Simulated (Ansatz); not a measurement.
# Ta3AsAu2O13 (P1) in Ansatz: further runs

Aim: see how the results for Ta3AsAu2O13 move with the level of theory and the settings. Levels: PBE, r2SCAN. Tasks: relaxation of cell and atoms, atomic charges, electron localisation function.

Everything below comes from runs of Ansatz 0.2.0. Logs are shortened: lines on timing, memory, paths and dates and some standing lists are left out, and cuts for length are marked.

## Step 1: Starting point

The typed cell holds 19 atoms: a = 5.724 Å, b = 6.389 Å, c = 8.473 Å, α = 80.92°, β = 88.19°, γ = 78.31°.

The cell was built by a generator and needn't be a form met in nature.

## Step 2: Relaxation of cell and atoms, PBE, target pressure 2 GPa, at which the enthalpy is minimised

The input, input.yaml:

```yaml
crystal:
  lattice:
    - [5.72386, 0.0, 0.0]
    - [1.29464, 6.25668, 0.0]
    - [0.26816, 1.30982, 8.36637]
  atoms:
    - { symbol: Ta, position: [0.21713, 0.30521, 0.58431] }
    - { symbol: Ta, position: [0.03325, 0.11123, 0.99855] }
    - { symbol: Ta, position: [0.58248, 0.62145, 0.50482] }
    - { symbol: As, position: [0.58707, 0.89691, 0.83049] }
    - { symbol: Au, position: [0.58004, 0.09228, 0.18613] }
    - { symbol: Au, position: [0.04485, 0.82077, 0.44682] }
    - { symbol: O, position: [0.66201, 0.69726, 0.71088] }
    - { symbol: O, position: [0.51632, 0.13418, 0.69625] }
    - { symbol: O, position: [0.85098, 0.88773, 0.91932] }
    - { symbol: O, position: [0.34466, 0.87003, 0.94651] }
    - { symbol: O, position: [0.73015, 0.2924, 0.03095] }
    - { symbol: O, position: [0.24622, 0.21809, 0.11075] }
    - { symbol: O, position: [0.129, 0.09398, 0.49104] }
    - { symbol: O, position: [0.48032, 0.38887, 0.43499] }
    - { symbol: O, position: [0.05966, 0.26685, 0.78594] }
    - { symbol: O, position: [0.9333, 0.5324, 0.45645] }
    - { symbol: O, position: [0.49975, 0.85161, 0.34971] }
    - { symbol: O, position: [0.25256, 0.62988, 0.62473] }
    - { symbol: O, position: [0.91878, 0.95175, 0.22636] }
hamiltonian:
  xc: pbe
  pseudopotentials: { kind: paw }
kpoints:
  mp_grid: { grid: [4, 3, 3] }
scf:
  occupations: { method: fermi_dirac, width: 0.05 }
output:
  forces: true
  stress: true
  eigenvalues: true
  write_density: true
  write_potential: true
  elf: true
  volumetric_format: npy
relax:
  f_tol: 0.01
  max_steps: 40
  cell: { stress_tol: 0.05, p_target: 2.0 }
```

Potentials or basis: Ansatz PAW.

On the command line:

```sh
ansatz run input.yaml --threads 8 --pin off --max-ram 20480MiB --backend cpu --events-out ev --progress --plain --runs-dir out
```

Output:

```text
Warning: RAYON_NUM_THREADS=8 ignored (pool sized by the plan → 8); use --threads N
Engine: ansatz 0.2.0, aarch64-unknown-linux-gnu
Pseudopotentials: kind: paw
Pseudopotential: Ta, paw, valence charge 13, recommended cutoff 420 eV (normal), Ta.paw.azcp
Pseudopotential: As, paw, valence charge 15, recommended cutoff 420 eV (normal), As.paw.azcp
Pseudopotential: Au, paw, valence charge 19, recommended cutoff 420 eV (normal), Au.paw.azcp
Pseudopotential: O, paw, valence charge 6, recommended cutoff 420 eV (normal), O.paw.azcp
Functional definition: PBE
  parameter kappa = 0.804
  parameter beta = 0.06672455060314922
  exchange = pbe_x(kappa = kappa, mu = beta*pi^2/3)
  correlation = pbe_c(beta = beta)
Crystal: 19 atoms, lattice volume = 299.619 Å³
Basis set: ecut = 420 eV, 5853 PW (Γ), exchange–correlation on 80×90×120 points (8 copies of the dense FFT grid, shifted against one another)
Bands: 104, of which v1, the nominal top of the filled ones, is band 85 counted from 1 (84 counted from 0)
Symmetry: 1 space group operations
Space group: P1 (ITA 1), of the structure as read, at distance tolerance 6.7e-5 Å
k-points: 19 of 36 (time reversal used)
Non-local potential: Ta, projectors of the file, l = 0: 3, l = 1: 2, l = 2: 2, l = 3: 1
Non-local potential: As, projectors of the file, l = 0: 2, l = 1: 2, l = 2: 3, l = 3: 1
Non-local potential: Au, projectors of the file, l = 0: 3, l = 1: 2, l = 2: 2, l = 3: 1
Non-local potential: O, projectors of the file, l = 0: 2, l = 1: 2, l = 2: 1
PAW form: soft (Blöchl's): semilocal exchange-correlation on the pseudo side does not see the compensation charge
PAW one-centre angular grid: Ta, 590 points (default); XC on 64 Gauss nodes
PAW one-centre angular grid: As, 590 points (default); XC on 64 Gauss nodes
PAW one-centre angular grid: Au, 590 points (default); XC on 64 Gauss nodes
PAW one-centre angular grid: O, 110 points (default); XC on 64 Gauss nodes
Initial density: superposition of atomic densities (neutral atoms: chi_scale 0, normalization atom), corrected by the library's trained network
Initial wavefunctions: pseudopotential atomic-orbital guess
Functional: x = pbe(κ = 0.804, μ = 0.2195149727645171), c = pbe(β = 0.06672455060314922)
SCF iter   1: F=—  HF=-68327.734945 eV  |F-HF|=—  |Δ(HF+E_count)|=         —  Δρ=5.87e-3  dr2=7.87e-2  ethr=1.77e-3  ⟨swp⟩=6.0  Hψ=7007  notcnv=0  defer=153
preconditioner: auto → Resta (q_TF=auto, 2.482 Å⁻¹)  ε∞=5.3  [insulator: Δε(μ)=1.383 eV  Ē_g=11.371 eV  σ=0.050 eV  W_gap=1.00  n_scr=76 (ndim 8)  ℏωp=23.5 eV  f_vac=0.227  D(μ)=0.00/eV (n_scr^D=0)  ε∞_Penn≈5.3]
[... 227 lines left out ...]
  E_nonlocal   = 152.891054
  E_hartree    = 7779.546479
  E_xc         = -2136.419278
  E_vxc        = -2447.856035  (∫ρ·V_xc dr)
  E_paw        = -48497.174792  (= ΣΔE_a)
  E_vpaw       = -1299.761964  (= ΣTr[D̂ρ^β])
  E_aug_tail   = 0.035790  (compensation charges beyond the density's cutoff)
  E_ewald      = -11442.334036
  E_smearing   = -0.000001  (= −TS)
  E_closure    = 0.000000  (closes the sum)
  Σ components = -68327.661064   (vs F -68327.661064, Δ=0.00e0)
--- Forces (eV/Å), atoms counted from 1 ---
  atom   1  Ta     0.00280769     0.00055636     0.00062739
  atom   2  Ta    -0.00161439     0.00093497     0.00091530
  atom   3  Ta    -0.00220717    -0.00173451    -0.00105009
  atom   4  As     0.00061263    -0.00025230     0.00018853
  atom   5  Au     0.00064862    -0.00080661     0.00183815
  atom   6  Au    -0.00008700    -0.00132708     0.00085193
[... 11 lines left out ...]
  atom  18  O     -0.00173463     0.00225149     0.00115954
  atom  19  O      0.00022282     0.00072513    -0.00021670
  max |Σ_I F_I| component: 4.44e-6 eV/Å
--- Stress (GPa, compression-positive) ---
        1.991498       0.007031       0.002146
        0.007031       1.977235      -0.010111
        0.002146      -0.010111       1.984901
  P = ⅓ Tr σ = 1.9845 GPa (19.845 kbar)
--- Band table (eV; the first three rows and the last of 19) ---
  k-point 0: bands = ["-99.5822", "-99.0798", "-61.8259", "-61.7724", "-61.4704", "-51.2788", "-51.2295", "-50.8186", "-50.7647", "-50.4658", "-49.8840", "-30.2711", "-30.2430", "-30.2093", "-30.1567", "-30.1362", "-28.6720", "-28.5651", "-28.4360", "-28.3750", "-28.3438", "-28.3025", "-28.1118", "-28.0374", "-27.9984", "-13.6224", "-12.3743", "-11.8997", "-11.7132", "-11.4645", "-11.3936", "-11.2864", "-11.2316", "-11.0170", "-10.8886", "-10.5280", "-10.5041", "-10.3318", "-3.0028", "-0.7983", "-0.6035", "-0.2360", "-0.0723", "0.0719", "0.2711", "0.4680", "0.7072", "0.7689", "1.0976", "1.2707", "1.4080", "1.7021", "1.7214", "1.9914", "2.0635", "2.2129", "2.4014", "2.4750", "2.5934", "2.7058", "2.8624", "3.0542", "3.1380", "3.3332", "3.4787", "3.7182", "3.7589", "3.9013", "4.0071", "4.1725", "4.2537", "4.3606", "4.5167", "4.6228", "4.7175", "4.8496", "5.0157", "5.0733", "5.1247", "5.1893", "5.2933", "5.3691", "5.6206", "5.9023", "6.0538", "7.7421", "8.5752", "9.2199", "9.7097", "9.8808", "10.3013", "10.3455", "10.4095", "10.8262", "10.9365", "11.3150", "11.6008", "12.1377", "12.2227", "12.7784", "12.9851", "13.6438", "13.9960", "14.0182"]
  k-point 1: bands = ["-99.5822", "-99.0798", "-61.8259", "-61.7724", "-61.4704", "-51.2788", "-51.2296", "-50.8186", "-50.7647", "-50.4658", "-49.8840", "-30.2711", "-30.2430", "-30.2093", "-30.1568", "-30.1362", "-28.6720", "-28.5651", "-28.4360", "-28.3750", "-28.3438", "-28.3024", "-28.1118", "-28.0374", "-27.9984", "-13.6178", "-12.3933", "-11.8965", "-11.6861", "-11.4754", "-11.3959", "-11.3012", "-11.2456", "-10.9879", "-10.8795", "-10.5357", "-10.5075", "-10.3324", "-2.9979", "-0.7981", "-0.6021", "-0.2442", "-0.1178", "0.0698", "0.2428", "0.4947", "0.6963", "0.8254", "1.0900", "1.2649", "1.4538", "1.6641", "1.8515", "1.9475", "2.0063", "2.2571", "2.3565", "2.4371", "2.5401", "2.7468", "2.8933", "3.0031", "3.2121", "3.3169", "3.4838", "3.6471", "3.8545", "3.9479", "4.0703", "4.1647", "4.2212", "4.3850", "4.4921", "4.5839", "4.7388", "4.8075", "4.8911", "5.0452", "5.1112", "5.2728", "5.3394", "5.3675", "5.6272", "5.8587", "6.0574", "7.7326", "8.5944", "9.2868", "9.6530", "9.8368", "10.2607", "10.3599", "10.4657", "10.7962", "11.0929", "11.3592", "11.6029", "12.0095", "12.1701", "12.7920", "13.1104", "13.5050", "13.8738", "14.0089"]
  k-point 2: bands = ["-99.5822", "-99.0798", "-61.8259", "-61.7724", "-61.4704", "-51.2788", "-51.2295", "-50.8186", "-50.7647", "-50.4658", "-49.8840", "-30.2711", "-30.2430", "-30.2093", "-30.1567", "-30.1362", "-28.6717", "-28.5654", "-28.4366", "-28.3743", "-28.3443", "-28.3023", "-28.1118", "-28.0374", "-27.9984", "-13.5973", "-12.3493", "-11.9228", "-11.6844", "-11.4859", "-11.4288", "-11.3307", "-11.2405", "-10.9658", "-10.8841", "-10.5363", "-10.5132", "-10.3349", "-3.0081", "-0.9040", "-0.5317", "-0.2370", "-0.0983", "0.1282", "0.2961", "0.4538", "0.7487", "0.9777", "1.0236", "1.2451", "1.4700", "1.6568", "1.8291", "1.9327", "2.0493", "2.2319", "2.3860", "2.4558", "2.5397", "2.6637", "2.8413", "2.9978", "3.2345", "3.4213", "3.5732", "3.6694", "3.7580", "3.9466", "4.0444", "4.1272", "4.2802", "4.2946", "4.4139", "4.5766", "4.7717", "4.8230", "4.8836", "5.0213", "5.1105", "5.2400", "5.3073", "5.3442", "5.6234", "5.8432", "6.0678", "7.5885", "8.5526", "9.3421", "9.6993", "9.8856", "10.2595", "10.4665", "10.6718", "10.8086", "11.0721", "11.3131", "11.6373", "11.9391", "12.1671", "12.9222", "13.0886", "13.4475", "13.9188", "14.1739"]
  k-point 18: bands = ["-99.5822", "-99.0798", "-61.8258", "-61.7725", "-61.4704", "-51.2789", "-51.2295", "-50.8186", "-50.7647", "-50.4657", "-49.8840", "-30.2711", "-30.2429", "-30.2092", "-30.1567", "-30.1362", "-28.6757", "-28.5581", "-28.4328", "-28.3990", "-28.3277", "-28.3022", "-28.1119", "-28.0374", "-27.9989", "-13.5602", "-12.0621", "-11.8949", "-11.7900", "-11.5909", "-11.4460", "-11.3770", "-11.3270", "-10.9832", "-10.9422", "-10.5280", "-10.4741", "-10.3734", "-2.8503", "-0.9080", "-0.5115", "-0.1982", "-0.0291", "0.1621", "0.3372", "0.5665", "0.7590", "0.8854", "0.9848", "1.2280", "1.3936", "1.6162", "1.7972", "1.9539", "2.0648", "2.2445", "2.3733", "2.4871", "2.5855", "2.7152", "2.8927", "2.9746", "3.1439", "3.2415", "3.4113", "3.4700", "3.6510", "3.8558", "3.9821", "4.1181", "4.3058", "4.3998", "4.5690", "4.6649", "4.7467", "4.8548", "4.9387", "4.9691", "5.1079", "5.1930", "5.3076", "5.4007", "5.5403", "5.8695", "6.0824", "7.6112", "8.3689", "9.5001", "9.9085", "10.1804", "10.2237", "10.4020", "10.6071", "10.8284", "11.2071", "11.3647", "11.8518", "12.0533", "12.2472", "12.7622", "13.1594", "13.4106", "13.6692", "13.9337"]
--- Relaxed structure (14 steps of the walk, 12 accepted, 2 SCFs on fresh bases) ---
  F+E_penalty+E_count = -68327.66106412 eV   max|allowed force component| = 2.807e-3 eV/Å   (the final SCF, on the basis selected at the relaxed cell)
  cell:  # Å, volume = 288.5179 Å³
    - [5.686775221622081, 0.050006346243393895, 0.013629058087423372]
    - [1.3409133660388144, 6.153613207347745, -0.045918000706628714]
    - [0.2977869302494428, 1.222694963548581, 8.251513005077879]
  atoms:
    - { symbol: Ta, position: [0.2205317510117252, 0.3044286706296167, 0.5849103739278295] }
    - { symbol: Ta, position: [0.028696759541443604, 0.11739121074811334, 1.0013302755762667] }
    - { symbol: Ta, position: [0.5853569158727777, 0.6176023944139081, 0.5012909677266715] }
    - { symbol: As, position: [0.592629845480586, 0.89122307678508, 0.8331402805490068] }
    - { symbol: Au, position: [0.5724542661130636, 0.09897234313520195, 0.18710746790308438] }
    - { symbol: Au, position: [0.042348697245634837, 0.8205663864699252, 0.44553991940178533] }
    - { symbol: O, position: [0.6671347373545088, 0.6840191353969882, 0.7132500766475753] }
    - { symbol: O, position: [0.5215382203017669, 0.12870257684924394, 0.6959120416584347] }
    - { symbol: O, position: [0.8589751781347081, 0.8839315223630932, 0.9192769828243343] }
    - { symbol: O, position: [0.3476561993007283, 0.8703902517138683, 0.9514590142751715] }
    - { symbol: O, position: [0.7194683458889645, 0.3037716567864511, 0.032324881524424205] }
    - { symbol: O, position: [0.23541005651478908, 0.2317833144690779, 0.1154987303239104] }
    - { symbol: O, position: [0.12779557725632945, 0.09287580372394287, 0.49049854562795264] }
    - { symbol: O, position: [0.4878000904431109, 0.38055968835464565, 0.4311901309141925] }
    - { symbol: O, position: [0.05726976085217627, 0.2718155477035259, 0.7869534914695213] }
    - { symbol: O, position: [0.9385741816870564, 0.5296914049124275, 0.44910152026707434] }
    - { symbol: O, position: [0.49757795174620806, 0.8497122206420903, 0.3455798243327826] }
    - { symbol: O, position: [0.25165159237356444, 0.6309751863335622, 0.6251733079090499] }
    - { symbol: O, position: [0.9156598728808562, 0.9544676085692375, 0.22546216714092848] }
```

Run time: 3.7 min. Hardware: 8 threads of Arm Neoverse V2, shared host; peak memory 1.7 GiB.

Results:

| Quantity | Value |
| --- | --- |
| Free energy | -68327.6611 eV |
| Relaxed volume | 15.19 Å³/atom |
| Relaxed cell | a = 5.687 Å, b = 6.298 Å, c = 8.347 Å, α = 81.75°, β = 87.75°, γ = 77.20° |
| Space group after relaxing (to 0.05 Å) | P1 (No. 1) |
| Energy change on relaxing (the enthalpy is what falls) | +3.5 meV/atom |
| Ionic steps | 14 |
| Pressure after relaxing | 2.0 GPa |
| Largest force after relaxing | 0.003 eV/Å |
| Band gap on the k mesh | 1.44 eV, indirect (least direct gap 1.50 eV) |

Forces in eV/Å, atoms in the order of the input:
```
Ta   0.003  0.001  0.001
Ta  -0.002  0.001  0.001
Ta  -0.002 -0.002 -0.001
As   0.001  0.000  0.000
Au   0.001 -0.001  0.002
Au   0.000 -0.001  0.001
O    0.000  0.000  0.001
O    0.000  0.001 -0.001
O   -0.001  0.000 -0.001
O   -0.001  0.000  0.000
O    0.001  0.000 -0.001
O    0.000  0.000 -0.001
O    0.000  0.001  0.000
O    0.001 -0.001  0.000
O    0.001  0.000 -0.002
O    0.000  0.000  0.000
O    0.000 -0.001  0.000
O   -0.002  0.002  0.001
O    0.000  0.001  0.000
```

The path:
| step | energy change (eV) | largest force (eV/Å) | volume (Å³) |
| --- | --- | --- | --- |
| 1 | 0.0000 | 0.0125 | 299.62 |
| 2 | 0.0605 | 0.2903 | 287.72 |
| 3 | 0.0229 | 0.0989 | 290.37 |
| 4 | 0.0223 | 0.0672 | 290.27 |
| 5 | 0.0269 | 0.0274 | 289.56 |
| 6 | 0.0266 | 0.0256 | 289.58 |
| 7 | 0.0270 | 0.0190 | 289.53 |
| 8 | 0.0267 | 0.0111 | 289.57 |
| 9 | 0.0542 | 0.0110 | 289.57 |
| 10 | 0.0650 | 0.0367 | 288.28 |
| 11 | 0.0627 | 0.0101 | 288.51 |
| 12 | 0.0628 | 0.0159 | 288.51 |
| 13 | 0.0626 | 0.0030 | 288.52 |
| 14 | 0.0660 | 0.0031 | 288.52 |

Final structure:
```
CELL_PARAMETERS angstrom
5.68678 0.05001 0.01363
1.34091 6.15361 -0.04592
0.29779 1.22269 8.25151
ATOMIC_POSITIONS crystal
Ta 0.22053 0.30443 0.58491
Ta 0.02870 0.11739 0.00133
Ta 0.58536 0.61760 0.50129
As 0.59263 0.89122 0.83314
Au 0.57245 0.09897 0.18711
Au 0.04235 0.82057 0.44554
O 0.66713 0.68402 0.71325
O 0.52154 0.12870 0.69591
O 0.85898 0.88393 0.91928
O 0.34766 0.87039 0.95146
O 0.71947 0.30377 0.03232
O 0.23541 0.23178 0.11550
O 0.12780 0.09288 0.49050
O 0.48780 0.38056 0.43119
O 0.05727 0.27182 0.78695
O 0.93857 0.52969 0.44910
O 0.49758 0.84971 0.34558
O 0.25165 0.63098 0.62517
O 0.91566 0.95447 0.22546
```

Levels at points of the mesh, in eV from the valence-band top:
| k point | band 81 | band 82 | band 83 | band 84 | band 85 | band 86 | band 87 | band 88 | band 89 | band 90 |
| --- | --- | --- | --- | --- | --- | --- | --- | --- | --- | --- |
| (0.00, 0.00, 0.00) | -0.85 | -0.78 | -0.53 | -0.25 | -0.09 | 1.59 | 2.43 | 3.07 | 3.56 | 3.73 |
| (-0.50, 0.00, 0.00) | -0.78 | -0.64 | -0.59 | -0.27 | 0.00 | 1.64 | 2.15 | 3.35 | 3.77 | 3.93 |

Caveat: odd divisions of the mesh miss points on the zone boundary, where band edges often lie, so the gap on the mesh can be too wide; the plane-wave basis is chosen anew once the cell has moved, so the energies of steps on either side of that aren't comparable; the pressure holds a Pulay correction of +0.6 GPa for the finite cutoff; spin-orbit coupling is left out, which moves the levels of the heavy elements. A k mesh can miss the band edges.

(Part 1 of 2 ends here.)
